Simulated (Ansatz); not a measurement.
# W11S24N (Tungstenite): the cost of one run

Method: DFT, PBE, plane-wave PAW, default files, scalar-relativistic, as far as a step names no other, in Ansatz 0.2.0.

The COD entry's cell or inner coordinates are ideal or old and differ from later refinements, so a difference from it is no clean test against experiment.

## Step 1: Starting point

It takes space group Pm (No. 6, monoclinic). The conventional cell has a = 6.360 Å, b = 12.500 Å, c = 8.413 Å, α = 90.00°, β = 100.89°, γ = 90.00°. Around N (site symmetry m) lie 6 S at 2.41 Å. W (site symmetry m) is surrounded by 6 S at 2.41 Å. Only part of the 24 independent sites is listed.

Coordinates:

```
N W S
1.0
     6.36000    0.00000    0.00000
    -4.77000    8.26188    0.00000
     0.00000    0.00000   12.50000
N W S
1 11 24
Direct
  0.16667 0.22222 0.25000
  0.16667 0.55556 0.25000
  0.16667 0.88889 0.25000
  0.66667 0.22222 0.25000
  0.66667 0.55556 0.25000
  0.66667 0.88889 0.25000
  0.33333 0.11111 0.75000
  0.33333 0.44444 0.75000
  0.33333 0.77778 0.75000
  0.83333 0.11111 0.75000
  0.83333 0.44444 0.75000
  0.83333 0.77778 0.75000
  0.16667 0.22222 0.62500
  0.16667 0.55556 0.62500
  0.16667 0.88889 0.62500
  0.66667 0.22222 0.62500
  0.66667 0.55556 0.62500
  0.66667 0.88889 0.62500
  0.33333 0.11111 0.12500
  0.33333 0.44444 0.12500
  0.33333 0.77778 0.12500
  0.83333 0.11111 0.12500
  0.83333 0.44444 0.12500
  0.83333 0.77778 0.12500
  0.16667 0.22222 0.87500
  0.16667 0.55556 0.87500
  0.16667 0.88889 0.87500
  0.66667 0.22222 0.87500
  0.66667 0.55556 0.87500
  0.66667 0.88889 0.87500
  0.33333 0.11111 0.37500
  0.33333 0.44444 0.37500
  0.33333 0.77778 0.37500
  0.83333 0.11111 0.37500
  0.83333 0.44444 0.37500
  0.83333 0.77778 0.37500
```

Atom 1 of the input is the impurity.

## Step 2: Single point at the given positions

input.yaml

```yaml
crystal:
  lattice:
    - [6.36, 0.0, 0.0]
    - [-4.77, 8.261882352, 0.0]
    - [0.0, 0.0, 12.5]
  atoms:
    - { symbol: "N", position: [0.1666666666, 0.2222222222, 0.25] }
    - { symbol: W, position: [0.1666666666, 0.5555555556, 0.25] }
    - { symbol: W, position: [0.1666666666, 0.8888888889, 0.25] }
    - { symbol: W, position: [0.6666666666, 0.2222222222, 0.25] }
    - { symbol: W, position: [0.6666666666, 0.5555555556, 0.25] }
    - { symbol: W, position: [0.6666666666, 0.8888888889, 0.25] }
    - { symbol: W, position: [0.3333333334, 0.1111111111, 0.75] }
    - { symbol: W, position: [0.3333333334, 0.4444444444, 0.75] }
    - { symbol: W, position: [0.3333333334, 0.7777777778, 0.75] }
    - { symbol: W, position: [0.8333333334, 0.1111111111, 0.75] }
    - { symbol: W, position: [0.8333333334, 0.4444444444, 0.75] }
    - { symbol: W, position: [0.8333333334, 0.7777777778, 0.75] }
    - { symbol: S, position: [0.1666666666, 0.2222222222, 0.625] }
    - { symbol: S, position: [0.1666666666, 0.5555555556, 0.625] }
    - { symbol: S, position: [0.1666666666, 0.8888888889, 0.625] }
    - { symbol: S, position: [0.6666666666, 0.2222222222, 0.625] }
    - { symbol: S, position: [0.6666666666, 0.5555555556, 0.625] }
    - { symbol: S, position: [0.6666666666, 0.8888888889, 0.625] }
    - { symbol: S, position: [0.3333333334, 0.1111111111, 0.125] }
    - { symbol: S, position: [0.3333333334, 0.4444444444, 0.125] }
    - { symbol: S, position: [0.3333333334, 0.7777777778, 0.125] }
    - { symbol: S, position: [0.8333333334, 0.1111111111, 0.125] }
    - { symbol: S, position: [0.8333333334, 0.4444444444, 0.125] }
    - { symbol: S, position: [0.8333333334, 0.7777777778, 0.125] }
    - { symbol: S, position: [0.1666666666, 0.2222222222, 0.875] }
    - { symbol: S, position: [0.1666666666, 0.5555555556, 0.875] }
    - { symbol: S, position: [0.1666666666, 0.8888888889, 0.875] }
    - { symbol: S, position: [0.6666666666, 0.2222222222, 0.875] }
    - { symbol: S, position: [0.6666666666, 0.5555555556, 0.875] }
    - { symbol: S, position: [0.6666666666, 0.8888888889, 0.875] }
    - { symbol: S, position: [0.3333333334, 0.1111111111, 0.375] }
    - { symbol: S, position: [0.3333333334, 0.4444444444, 0.375] }
    - { symbol: S, position: [0.3333333334, 0.7777777778, 0.375] }
    - { symbol: S, position: [0.8333333334, 0.1111111111, 0.375] }
    - { symbol: S, position: [0.8333333334, 0.4444444444, 0.375] }
    - { symbol: S, position: [0.8333333334, 0.7777777778, 0.375] }
total_charge: 1
kpoints:
  mp_grid: { grid: [4, 3, 2] }
scf:
  occupations: { method: fermi_dirac, width: 0.01 }
hamiltonian:
  xc: pbe
  pseudopotentials: { kind: paw }
output:
  forces: true
  stress: true
  populations: true
  efg:
    quadrupole_moments_barn: { "N": 0.02044, S: -0.0694 }
    contact_densities: true
```

The run is started by

```console
> ansatz run input.yaml --threads 4 --pin off --max-ram 8192MiB --backend cpu --events-out ev --progress --plain --runs-dir out
```

**Question.** How long does this run take on 4 threads of Arm Neoverse V1, shared host, and how much memory does it need?

About 1.7 min, with a peak of 3.1 GiB.
